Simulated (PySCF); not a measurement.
# The bond of AlSb, level by level

One table from this session's results is given with a row withheld; the runs are named, their logs left out.

The runs use PySCF 2.14.0; Al def2-SVP, Sb def2-SVP with ECP28, scalar-relativistic core potentials.

The first run:

A driver script around PySCF takes these settings:

```json
{
 "atoms": "Al, Sb",
 "charge": "0",
 "basis": "Al def2-SVP, Sb def2-SVP with ECP28",
 "Hamiltonian": "scalar-relativistic core potentials",
 "basis functions": "44",
 "electrons treated": "36",
 "masses in u": "26.9815, 120.9038",
 "levels": "PBE0, PBE, r²SCAN, BHandHLYP, M06-2X, r²SCANh, HF, MP2, SCS-MP2, CCSD, CCSD(T)",
 "grid": "80 radial by 434 angular points",
 "occupations": "held fixed by the projection of orbital angular momentum",
 "dissociation limit": "Al + Sb, each in its ground configuration",
 "starting distance in angstrom": "2.560",
 "values of 2S to try": "0, 2, 4"
}
```

Started as:

```
> OMP_NUM_THREADS=1 python dia.py task.json out
```

Among the steps run: Set-up; The PBE0 curve of the state that the search chose; Other states along the same grid; PBE; r²SCAN (meta-GGA); BHandHLYP (global hybrid GGA); M06-2X (hybrid meta-GGA); r²SCANh (hybrid meta-GGA); UHF (mean field); MP2 and coupled cluster.

One of the session's tables, all rows but one given; the rest of the session is left out.

Energy (eV) from each level's lowest point:

| R (Å) | UHF | UHF-MP2 | UHF-SCS-MP2 | UHF-CCSD | UHF-CCSD(T) |
| --- | --- | --- | --- | --- | --- |
| 2.375 | 0.680 | 0.623 | 0.647 | n/a | n/a |
| 2.486 | 0.311 | 0.272 | 0.289 | 0.286 | 0.287 |
| 2.596 | 0.105 | 0.082 | 0.093 | 0.091 | 0.092 |
| 2.679 | 0.028 | 0.017 | 0.022 | 0.021 | 0.022 |
| 2.762 | 0.000 | 0.000 | 0.000 | 0.000 | 0.000 |
| 2.845 | ? | ? | ? | ? | ? |
| 2.955 | 0.065 | 0.092 | 0.080 | 0.078 | 0.077 |
| 3.093 | 0.177 | 0.230 | 0.211 | 0.199 | 0.196 |
| 3.259 | 0.329 | 0.452 | 0.429 | 0.376 | 0.373 |
| 3.480 | 0.490 | 0.753 | 0.730 | n/a | n/a |

Estimate the missing values for R (Å) = 2.845.

Worked estimate for «UHF». A straight line through the neighbours (2.762, 0.000) and (2.955, 0.065) gives 0.000 + (0.065 − 0.000) × (2.845 − 2.762) / (2.955 − 2.762) = 0.028; a parabola fitted to 4 rows on both sides gives 0.014.

As computed: UHF: 0.010; UHF-MP2: 0.021; UHF-SCS-MP2: 0.016; UHF-CCSD: 0.016; UHF-CCSD(T): 0.015. In «UHF» the line misses by +0.018 and the parabola by +0.004.

State 2 has its PBE0 minimum 0.11 eV higher. The other levels ran on the lowest alone.
